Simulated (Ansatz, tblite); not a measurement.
**The cluster Ga₃As₄−: one state, many levels**

How do method and basis change the picture of the cluster Ga₃As₄− (singlet)?

Computed with Ansatz 0.2.0, Gaussian basis. Level: as each input shows.

Plan: GFN2-xTB, PBE-D4/def2-TZVPD, r2SCAN-D4/def2-TZVPD, BLYP-D4/def2-TZVPD, LDA/def2-TZVPD, PBE-D4/def2-SVPD, PBE0-D4/def2-SVPD, HF/STO-3G, MP2/def2-SVPD, RPA/def2-SVPD.

7 further runs of the same task are left out: 3 that didn't finish, 4 set aside as unsound or not needed.

## 1. The relaxed structure

The geometry is that of the singlet, from an earlier relaxation (PBE0-D4/def2-SVP). At that level it is the lowest of the isomers that a small search found.

7 atoms, charge -1, spin multiplicity 1.

Bond lengths: Ga1–As4 2.684 Å, Ga1–As7 2.682 Å, Ga2–As4 2.804 Å, Ga2–As5 2.515 Å, Ga3–As5 2.715 Å, Ga3–As7 2.795 Å, As4–As6 2.578 Å, As4–As7 2.468 Å, As5–As6 2.419 Å, As6–As7 2.481 Å. Angles: As4–Ga1–As7 54.8°, As4–Ga2–As5 92.5°, As5–Ga3–As7 94.9°, Ga1–As4–Ga2 120.3°, Ga1–As4–As6 62.3°, Ga1–As4–As7 62.6°, Ga2–As4–As6 69.3°, Ga2–As4–As7 117.3°, As6–As4–As7 58.8°, Ga2–As5–Ga3 80.1°, Ga2–As5–As6 76.8°, Ga3–As5–As6 76.4°, As4–As6–As5 100.7° and more.

The ion is computed in the gas phase, without counter-ions or solvent.

PBE0-D4/def2-TZVPD was run before; its log isn't repeated, and its numbers join the tables.

## 2. GFN2-xTB

Tight binding, by tblite at 300 K electronic temperature and without a spin-polarisation term:

```python
tblite.interface.Calculator('GFN2-xTB', numbers, positions, charge=-1, uhf=0).singlepoint()
```

Energy -360.6375 eV, HOMO -3.29 eV, LUMO -1.53 eV; 0.043 s.

## 3. PBE-D4/def2-TZVPD

start.molden holds the orbitals of an earlier run on this state, given as this run's starting guess.

The input, in.yaml:

```yaml
crystal:
  periodic: [false, false, false]
  atoms:
    - {symbol: Ga, position_ang: [0.085188, -1.582751, 2.458954]}
    - {symbol: Ga, position_ang: [2.019839, 1.113704, -0.952912]}
    - {symbol: Ga, position_ang: [-1.329117, 1.419563, -1.139764]}
    - {symbol: As, position_ang: [0.377144, 0.820899, 1.300136]}
    - {symbol: As, position_ang: [0.443946, -0.197018, -2.410205]}
    - {symbol: As, position_ang: [0.181691, -1.235728, -0.241562]}
    - {symbol: As, position_ang: [-1.778690, -0.338669, 0.985352]}
basis:
  gaussian: {orbitals: def2-TZVPD, initial_orbitals: start.molden}
total_charge: -1
hamiltonian: {xc: pbe, dispersion: d4}
scf: {omitted_lower_state_checks: [starts]}
output: {orbitals: {seedname: orbitals}}
```

Run with:

```bash
$ ansatz run in.yaml --threads 4 --pin off --events-out ev --progress --plain --max-ram 6963MiB
```

The log of the run:

```text
Functional definition: PBE
  name "PBE"
  cite "Perdew, Burke & Ernzerhof, Phys. Rev. Lett. 77, 3865 (1996) doi:10.1103/PhysRevLett.77.3865"
  parent pbe
  parameter kappa = 0.804
  parameter beta = 0.06672455060314922
  exchange = pbe_x(kappa = kappa, mu = beta*pi^2/3)
  correlation = pbe_c(beta = beta)
these checks for a lower state are left out or cut short: starts
2756 factors; their error is unknown
mean field evaluation 1: about -400446.3970 eV, gradient 2.0e1 eV
mean field evaluation 2: about -400446.7247 eV, gradient 4.6e-1 eV
mean field evaluation 4: about -400446.6495 eV, gradient 1.2e-1 eV
mean field -400446.64946466 eV, -14716.1429353383 hartree, gradient 2.0e-5 eV, S^2 0.000000; 0 other end points of the search recorded, 0 dependent functions left out
reference -400446.64951301 eV, -14716.1429371152 hartree; 113, 113 occupied and 265, 265 virtual orbitals, 2756 factors
Total energy: -400447.35544454 eV, -14716.1688796203 hartree
Checks for a lower state left out: starts
```

Wall time 22 s (4 threads of Intel Xeon at 2.50GHz, shared host); peak memory 1.4 GiB.

From the report: HOMO -0.49 eV, LUMO 0.89 eV.

## 4. r2SCAN-D4/def2-TZVPD

in.yaml, as its differences from that of step 3:

```diff
@@ -13,3 +13,3 @@
 total_charge: -1
-hamiltonian: {xc: pbe, dispersion: d4}
+hamiltonian: {xc: r2scan, dispersion: d4}
 scf: {omitted_lower_state_checks: [starts]}
```

Same command.

The log of the run:

```text
Functional definition: r2SCAN
  name "r2SCAN"
  cite "Furness, Kaplan, Ning, Perdew & Sun, J. Phys. Chem. Lett. 11, 8208 (2020) doi:10.1021/acs.jpclett.0c02405"
  cite "Furness, Kaplan, Ning, Perdew & Sun, J. Phys. Chem. Lett. 11, 9248 (2020) doi:10.1021/acs.jpclett.0c03077"
  parent r2scan
  parameter k0 = 0.174
  parameter k1 = 0.065
  parameter a1 = 4.9479
  exchange = r2scan_x(k0 = k0, k1 = k1, a1 = a1)
  correlation = r2scan_c
these checks for a lower state are left out or cut short: starts
2756 factors; their error is unknown
mean field evaluation 1: about -400504.3318 eV, gradient 1.5e1 eV
mean field evaluation 2: about -400504.4915 eV, gradient 2.4e-1 eV
mean field evaluation 4: about -400504.4053 eV, gradient 1.4e-3 eV
mean field -400504.40527498 eV, -14718.2654222193 hartree, gradient 2.6e-5 eV, S^2 0.000000; 0 other end points of the search recorded, 0 dependent functions left out
reference -400504.40529095 eV, -14718.2654228061 hartree; 113, 113 occupied and 265, 265 virtual orbitals, 2756 factors
Total energy: -400504.53875783 eV, -14718.2703276236 hartree
Checks for a lower state left out: starts
```

Wall time 47 s (4 threads of Intel Xeon at 2.50GHz, shared host); peak memory 1.5 GiB.

From the report: HOMO -0.67 eV, LUMO 0.92 eV.

## 5. BLYP-D4/def2-TZVPD

in.yaml, as its differences from that of step 4:

```diff
@@ -13,4 +13,4 @@
 total_charge: -1
-hamiltonian: {xc: r2scan, dispersion: d4}
+hamiltonian: {xc: {name: BLYP}, dispersion: d4}
 scf: {omitted_lower_state_checks: [starts]}
-output: {orbitals: {seedname: orbitals}}
+output: {forces: true, orbitals: {seedname: orbitals}}
```

The command is unchanged.

The log of the run (excerpt; [...] marks lines left out):

```text
Functional definition: BLYP
  name "BLYP"
  cite "Becke, Phys. Rev. A 38, 3098 (1988) doi:10.1103/PhysRevA.38.3098"
  cite "Lee, Yang & Parr, Phys. Rev. B 37, 785 (1988) doi:10.1103/PhysRevB.37.785"
[...]
2756 factors; their error is unknown
[...]
mean field -400517.19705125 eV, -14718.7355113265 hartree, gradient 2.4e-5 eV, S^2 0.000000; 0 other end points of the search recorded, 0 dependent functions left out
[...]
reference -400517.19739498 eV, -14718.7355239586 hartree; 113, 113 occupied and 265, 265 virtual orbitals, 2756 factors
Total energy: -400518.63510101 eV, -14718.7883586807 hartree
Atom 0 at     0.085188    -1.582751     2.458954 Å, force     0.111347    -0.303884     0.388321 eV/Å
Atom 1 at     2.019839     1.113704    -0.952912 Å, force     0.373797     0.241631     0.052482 eV/Å
Atom 2 at    -1.329117     1.419563    -1.139764 Å, force    -0.282271     0.338793    -0.130833 eV/Å
Atom 3 at     0.377144     0.820899     1.300136 Å, force     0.370715     0.594367     0.367536 eV/Å
Atom 4 at     0.443946    -0.197018    -2.410205 Å, force     0.023726    -0.142189    -0.667262 eV/Å
Atom 5 at     0.181691    -1.235728    -0.241562 Å, force     0.255899    -0.692381    -0.210161 eV/Å
Atom 6 at    -1.778690    -0.338669     0.985352 Å, force    -0.853212    -0.036337     0.199917 eV/Å
Dipole moment:    -0.107501    -0.009695     0.235712 e Å
Checks for a lower state left out: starts
```

It took 31 s on 4 threads of Intel Xeon at 2.50GHz, shared host; peak memory 1.4 GiB.

Report: HOMO -0.30 eV, LUMO 1.07 eV.

## 6. LDA/def2-TZVPD

in.yaml, as its differences from that of step 5:

```diff
@@ -13,4 +13,4 @@
 total_charge: -1
-hamiltonian: {xc: {name: BLYP}, dispersion: d4}
+hamiltonian: {xc: lda}
 scf: {omitted_lower_state_checks: [starts]}
-output: {forces: true, orbitals: {seedname: orbitals}}
+output: {orbitals: {seedname: orbitals}}
```

Same command.

The log of the run:

```text
Functional definition: SPW92
  name "SPW92"
  cite "Dirac, Proc. Camb. Phil. Soc. 26, 376 (1930) doi:10.1017/S0305004100016108"
  cite "Slater, Phys. Rev. 81, 385 (1951) doi:10.1103/PhysRev.81.385"
  cite "Perdew & Wang, Phys. Rev. B 45, 13244 (1992) doi:10.1103/PhysRevB.45.13244"
  exchange = slater_x
  correlation = pw_c
these checks for a lower state are left out or cut short: starts
2756 factors; their error is unknown
mean field evaluation 1: about -399902.9831 eV, gradient 5.3e1 eV
mean field evaluation 2: about -399903.7564 eV, gradient 1.3e0 eV
mean field evaluation 4: about -399903.6964 eV, gradient 1.2e-1 eV
mean field -399903.69641124 eV, -14696.1897786520 hartree, gradient 5.5e-5 eV, S^2 0.000000; 0 other end points of the search recorded, 0 dependent functions left out
reference -399903.69645695 eV, -14696.1897803316 hartree; 113, 113 occupied and 265, 265 virtual orbitals, 2756 factors
Total energy: -399903.69645695 eV, -14696.1897803316 hartree
Checks for a lower state left out: starts
```

Wall time 15 s (4 threads of Intel Xeon at 2.50GHz, shared host); peak memory 1.4 GiB.

From the report: HOMO -0.66 eV, LUMO 0.69 eV.

## 7. PBE-D4/def2-SVPD

in.yaml, as its differences from that of step 6:

```diff
@@ -11,5 +11,5 @@
 basis:
-  gaussian: {orbitals: def2-TZVPD, initial_orbitals: start.molden}
+  gaussian: {orbitals: def2-SVPD, initial_orbitals: start.molden}
 total_charge: -1
-hamiltonian: {xc: lda}
+hamiltonian: {xc: pbe, dispersion: d4}
 scf: {omitted_lower_state_checks: [starts]}
```

Same command.

The log of the run:

```text
Functional definition: PBE
  name "PBE"
  cite "Perdew, Burke & Ernzerhof, Phys. Rev. Lett. 77, 3865 (1996) doi:10.1103/PhysRevLett.77.3865"
  parent pbe
  parameter kappa = 0.804
  parameter beta = 0.06672455060314922
  exchange = pbe_x(kappa = kappa, mu = beta*pi^2/3)
  correlation = pbe_c(beta = beta)
these checks for a lower state are left out or cut short: starts
2845 factors; their error is unknown
mean field evaluation 1: about -400396.2619 eV, gradient 1.7e1 eV
mean field evaluation 2: about -400396.6214 eV, gradient 3.8e-1 eV
mean field evaluation 4: about -400396.5224 eV, gradient 3.2e-2 eV
mean field -400396.52239269 eV, -14714.3007994207 hartree, gradient 1.6e-5 eV, S^2 0.000000; 0 other end points of the search recorded, 0 dependent functions left out
reference -400396.52244022 eV, -14714.3008011676 hartree; 113, 113 occupied and 153, 153 virtual orbitals, 2845 factors
Total energy: -400397.22837175 eV, -14714.3267436727 hartree
Checks for a lower state left out: starts
```

Wall time 10 s (4 threads of Intel Xeon at 2.50GHz, shared host); peak memory 0.77 GiB.

Report: HOMO -0.47 eV, LUMO 0.92 eV.

## 8. PBE0-D4/def2-SVPD

in.yaml, as its differences from that of step 7:

```diff
@@ -13,3 +13,3 @@
 total_charge: -1
-hamiltonian: {xc: pbe, dispersion: d4}
+hamiltonian: {xc: pbe0, dispersion: d4}
 scf: {omitted_lower_state_checks: [starts]}
```

Launched as before.

The log of the run:

```text
Functional definition: PBE0
  name "PBE0"
  cite "Adamo & Barone, J. Chem. Phys. 110, 6158 (1999) doi:10.1063/1.478522"
  cite "Perdew, Burke & Ernzerhof, Phys. Rev. Lett. 77, 3865 (1996) doi:10.1103/PhysRevLett.77.3865"
  parent pbe
  parameter a = 0.25
  parameter kappa = 0.804
  parameter beta = 0.06672455060314922
  exchange = (1 - a)*pbe_x(kappa = kappa, mu = beta*pi^2/3) + a*exact_x
  correlation = pbe_c(beta = beta)
these checks for a lower state are left out or cut short: starts
2531 factors; integrals over basis functions are off by at most 3.2e-4 eV
mean field evaluation 1: about -400405.9713 eV, gradient 7.7e0 eV
mean field evaluation 2: about -400406.0268 eV, gradient 6.8e-2 eV
mean field evaluation 4: about -400406.0413 eV, gradient 1.2e-4 eV
mean field -400406.04131610 eV, -14714.6506134038 hartree, gradient 2.4e-5 eV, S^2 0.000000; 0 other end points of the search recorded, 0 dependent functions left out
reference -400406.04135183 eV, -14714.6506147171 hartree; 113, 113 occupied and 153, 153 virtual orbitals, 2531 factors
Total energy: -400406.65270386 eV, -14714.6730814899 hartree
Checks for a lower state left out: starts
```

It took 33 s on 4 threads of Intel Xeon at 2.50GHz, shared host; peak memory 1.5 GiB.

HOMO -1.18 eV, LUMO 1.50 eV.

## 9. HF/STO-3G

in.yaml, as its differences from that of step 8:

```diff
@@ -11,5 +11,5 @@
 basis:
-  gaussian: {orbitals: def2-SVPD, initial_orbitals: start.molden}
+  gaussian: {orbitals: STO-3G}
 total_charge: -1
-hamiltonian: {xc: pbe0, dispersion: d4}
+hamiltonian: {xc: hf}
 scf: {omitted_lower_state_checks: [starts]}
```

Same command.

The log of the run:

```text
Functional definition: HF
  name "HF"
  cite "Fock, Z. Phys. 61, 126 (1930) doi:10.1007/BF01340294"
  parent pbe
  exchange = exact_x
  correlation = 0
these checks for a lower state are left out or cut short: starts
1255 factors; integrals over basis functions are off by at most 5.8e-5 eV
mean field evaluation 1: about -395642.5121 eV, gradient 1.9e1 eV
mean field evaluation 2: about -395642.5726 eV, gradient 1.9e1 eV
mean field evaluation 4: about -395645.3516 eV, gradient 4.3e0 eV
mean field evaluation 8: about -395646.1357 eV, gradient 1.4e0 eV
mean field evaluation 16: about -395646.5281 eV, gradient 4.7e0 eV
mean field -395646.76563592 eV, -14539.7504581102 hartree, gradient 7.2e-6 eV, S^2 0.000000; 0 other end points of the search recorded, 0 dependent functions left out
reference -395646.76563592 eV, -14539.7504581102 hartree; 113, 113 occupied and 13, 13 virtual orbitals, 1255 factors
Total energy: -395646.76563592 eV, -14539.7504581102 hartree
Checks for a lower state left out: starts
```

Run time: 28 s. Hardware: 4 threads of Intel Xeon at 2.50GHz, shared host; peak memory 1.1 GiB.

From the report: HOMO 0.29 eV, LUMO 8.22 eV. Doubts: highest occupied level lies above zero.

## 10. MP2/def2-SVPD

in.yaml, as its differences from that of step 9:

```diff
@@ -11,5 +11,5 @@
 basis:
-  gaussian: {orbitals: STO-3G}
+  gaussian: {orbitals: def2-SVPD, initial_orbitals: start.molden}
 total_charge: -1
-hamiltonian: {xc: hf}
+correlation: {method: mp2}
 scf: {omitted_lower_state_checks: [starts]}
```

Launched as before.

The log of the run:

```text
Functional definition: HF
  name "HF"
  cite "Fock, Z. Phys. 61, 126 (1930) doi:10.1007/BF01340294"
  parent pbe
  exchange = exact_x
  correlation = 0
these checks for a lower state are left out or cut short: starts
2531 factors; integrals over basis functions are off by at most 3.2e-4 eV
mean field evaluation 1: about -400137.5467 eV, gradient 3.1e1 eV
mean field evaluation 2: about -400139.3617 eV, gradient 1.8e0 eV
mean field evaluation 4: about -400139.4683 eV, gradient 3.9e-1 eV
mean field evaluation 8: about -400139.4689 eV, gradient 1.6e-5 eV
mean field -400139.46885404 eV, -14704.8542561124 hartree, gradient 1.8e-6 eV, S^2 0.000000; 0 other end points of the search recorded, 0 dependent functions left out
63 core orbitals not correlated: weight in the atoms' cores, before any rotation towards them, 1.000 or more for the frozen orbitals, at most 0.000 for the correlated occupied ones
reference -400139.46885404 eV, -14704.8542561124 hartree; 50, 50 occupied and 153, 153 virtual orbitals, 2531 factors
second order -43.98122380 eV of doubles, -0.00000000 eV of singles
Total energy: -400183.45007784 eV, -14706.4705362755 hartree
Checks for a lower state left out: starts
```

It took 44 s on 4 threads of Intel Xeon at 2.50GHz, shared host; peak memory 1.6 GiB.

Report: Hartree-Fock HOMO -2.64 eV, LUMO 3.90 eV.

## 11. RPA/def2-SVPD

in.yaml, as its differences from that of step 10:

```diff
@@ -13,4 +13,4 @@
 total_charge: -1
-correlation: {method: mp2}
+hamiltonian: {xc: pbe}
+correlation: {method: rpa}
 scf: {omitted_lower_state_checks: [starts]}
-output: {orbitals: {seedname: orbitals}}
```

Launched as before.

The log of the run (excerpt; [...] marks lines left out):

```text
Functional definition: PBE
  name "PBE"
  cite "Perdew, Burke & Ernzerhof, Phys. Rev. Lett. 77, 3865 (1996) doi:10.1103/PhysRevLett.77.3865"
  parent pbe
[...]
2531 factors; integrals over basis functions are off by at most 3.2e-4 eV
[...]
mean field -400396.52237627 eV, -14714.3007988174 hartree, gradient 2.2e-6 eV, S^2 0.000000; 0 other end points of the search recorded, 0 dependent functions left out
63 core orbitals not correlated: weight in the atoms' cores, before any rotation towards them, 1.000 or more for the frozen orbitals, at most 0.000 for the correlated occupied ones
reference -400135.80337545 eV, -14704.7195522590 hartree; 50, 50 occupied and 153, 153 virtual orbitals, 2531 factors
Total energy: -400196.49104980 eV, -14706.9497831558 hartree
Checks for a lower state left out: starts
```

It took 37 s on 4 threads of Intel Xeon at 2.50GHz, shared host; peak memory 1.1 GiB.

## 12. Comparison

```
               level  functions  HOMO (eV)  LUMO (eV)  gap (eV)  time
           HF/STO-3G        126       0.29       8.22      7.93  28 s
      LDA/def2-TZVPD        378      -0.66       0.69      1.35  15 s
    PBE-D4/def2-SVPD        266      -0.47       0.92      1.39  10 s
   PBE-D4/def2-TZVPD        378      -0.49       0.89      1.39  22 s
  BLYP-D4/def2-TZVPD        378      -0.30       1.07      1.37  31 s
r2SCAN-D4/def2-TZVPD        378      -0.67       0.92      1.59  47 s
   PBE0-D4/def2-SVPD        266      -1.18       1.50      2.68  33 s
  PBE0-D4/def2-TZVPD        378      -1.20       1.48      2.67  67 s
```

Energy pieces by basis (eV):

```
    basis            HF  MP2 correlation               total
def2-SVPD  -400139.4689         -43.9812  -400183.4501 (MP2)
```

## 13. Outcome

```
                                                  quantity                             value
gap in def2-TZVPD, named functionals, smallest and largest  1.35 eV (LDA), 2.67 eV (PBE0-D4)
                         correlation energy, MP2/def2-SVPD                         -43.98 eV
           PBE0 total energy, smallest basis above largest  50.09 eV (def2-SVPD, def2-TZVPD)
```

Over the named functionals in def2-TZVPD the gap runs from 1.35 eV (LDA) to 2.67 eV (PBE0-D4); exact exchange widens it.

The anion's highest level is positive in at least one run, so there the basis alone may hold the extra electron.

The slowest run with a step of its own, r2SCAN-D4/def2-TZVPD, took 47 s; the quickest functional in def2-TZVPD took 15 s (shared host).
